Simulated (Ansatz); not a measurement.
Run this with Ansatz's Python interface and show what comes out.

Contents of `ch3bclno2.xyz`:
```text
9

N    -1.22440    0.31570    1.05640
C    -0.38570   -0.16670    0.26510
O    -0.13840   -1.52680    0.30660
B     0.46980    0.74750   -0.75110
O     1.39830    0.13560   -1.64800
Cl    0.05060    2.56360   -0.85580
H    -1.77980   -0.21600    1.73460
H    -0.55210   -2.12400    0.95880
H     2.25020    0.22470   -1.08360
```

The script, `freq.py`:
```python
"""Harmonic frequencies of CH3BClNO2 at its relaxed geometry."""

import ansatz as az
from ase import Atoms
from ase.thermochemistry import IdealGasThermo
import numpy as np


def main() -> None:
    geometry = az.Crystal.molecule_from_extxyz("ch3bclno2.xyz")

    calc = (
        geometry.calculation()
        .basis(gaussian="def2-SVP")
        .functional("hf")
    )
    symbols = [site.symbol for site in geometry.cartesian_sites]
    start = np.array([site.position_ang for site in geometry.cartesian_sites], dtype=float)
    summary = calc.relax(force_tolerance=0.003).run(threads=1).report
    end = np.array(summary["positions_ang"])

    print("final positions (A) and the move of each atom")
    for symbol, xyz, old in zip(symbols, end, start):
        print(f"{symbol:2s} {xyz[0]:10.5f} {xyz[1]:10.5f} {xyz[2]:10.5f}   {np.linalg.norm(xyz - old):7.4f}")

    # frequencies need a stationary point, so they are taken at the relaxed geometry
    minimum = az.Crystal.molecule()
    for symbol, place in zip(symbols, end):
        minimum = minimum.atom(symbol, place.tolist())
    vibrating = minimum.calculation()
    vibrating = vibrating.basis(gaussian="def2-SVP").functional("hf")
    vibrating = vibrating.phonons(temperatures=(200, 600, 100))
    vib = vibrating.run(threads=1).report["vibrations"]
    sums = vib["harmonic_sums"]
    modes = [m["omega_inv_cm"] for m in sums["modes_at_gamma"] if m["rigid_motion"] == "no"]
    print("frequencies (1/cm):", " ".join(f"{w:.0f}" for w in modes))
    print("imaginary modes:", sum(w < 0 for w in modes), " zero-point energy:", round(sums["zero_point_energy_ev"], 4), "eV")
    # rigid rotor and ideal gas, symmetry number taken as one
    gas = IdealGasThermo(vib_energies=[w / 8065.544 for w in modes if w > 0], geometry="linear" if len(modes) == 3 * len(symbols) - 5 else "nonlinear",
                         atoms=Atoms(symbols, positions=end), symmetrynumber=1, spin=0.0)
    print(f"H(298 K) - E = {gas.get_enthalpy(298.15, verbose=False):.4f} eV")
    print(f"S(298 K, 1 bar) = {96485.33 * gas.get_entropy(298.15, 1e5, verbose=False):.1f} J/(mol K) with symmetry number 1")


if __name__ == "__main__":
    main()
```

```console
$ python freq.py
final positions (A) and the move of each atom
N    -1.34535    0.30492    0.97855    0.1442
C    -0.35705   -0.06901    0.31567    0.1137
O     0.18158   -1.30949    0.32057    0.3870
B     0.46123    0.89016   -0.68106    0.1592
O     1.50184    0.40060   -1.34535    0.4154
Cl   -0.00062    2.57171   -0.90282    0.0700
H    -1.74723   -0.41905    1.55746    0.2714
H    -0.27713   -1.90309    0.89919    0.3577
H     1.67123   -0.51314   -1.15922    0.9409
frequencies (1/cm): 49 196 334 355 435 489 536 647 716 769 971 1002 1176 1215 1323 1456 1528 1944 3708 4141 4153
imaginary modes: 0  zero-point energy: 1.6826 eV
H(298 K) - E = 1.8755 eV
S(298 K, 1 bar) = 335.7 J/(mol K) with symmetry number 1
```

Caveats:
- The settings weren't tested for convergence.
- The frequencies are harmonic and unscaled, in a modest basis. The result belongs to the one conformer reached from this start, and soft torsions count as harmonic oscillators.
- The entropy takes a symmetry number of 1; a symmetric molecule's is lower by R ln(sigma).
- Wall time of the script: 2 min on 1 thread of Intel(R) Xeon(R) 6975P-C (Granite Rapids) (shared host), peak memory 0.33 GiB.

(Lines on the test bed's own set-up are left out of the output.)
